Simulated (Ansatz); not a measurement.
MnSb4:

```xyz
5
Lattice="3.0805 0.0000 0.0000 0.0000 3.0805 0.0000 0.0000 0.0000 14.9942" Properties=species:S:1:pos:R:3 pbc="T T T"
Sb    0.0000    0.0000   12.2905
Sb    0.0000    0.0000    9.0048
Sb    0.0000    0.0000    5.9894
Sb    0.0000    0.0000    2.7037
Mn    0.0000    0.0000    0.0000
```

The cell comes from a database or a generator and needn't be the stable form of this composition.

Base run:

- Program: Ansatz 0.2.0
- Functional: PBE
- Potentials or basis: Ansatz PAW
- Cutoff: 420 eV (not typed: the program's choice for these potentials)
- k mesh: 7 × 7 × 2
- Occupations: fermi-dirac, width 0.05 eV
- Spin: collinear spin, ferromagnetic start
- Starting moments: [0.0, 0.0, 0.0, 0.0, 8.0] μB
- Fixed moment: 8 μB

Its results: pressure 4.1 GPa; site moments Sb +0.28, +0.45; Mn +4.48 μB; largest force 0.522 eV/Å.

Task: The run is repeated on the same cell with these changes: fixed moment from 8 μB to 4 μB; moments at the start from [0.0, 0.0, 0.0, 0.0, 8.0] to [0.0, 0.0, 0.0, 0.0, 4.0]. What comes out?

Result: Pressure -0.5 GPa; site moments Sb -0.03, +0.00; Mn +3.82 μB; largest force 0.021 eV/Å.

Caveats: the total moment is fixed, so each spin has its own Fermi level; a cell with one magnetic atom can't hold antiferromagnetic order, which such compounds often take; the thresholds are loose for stress.
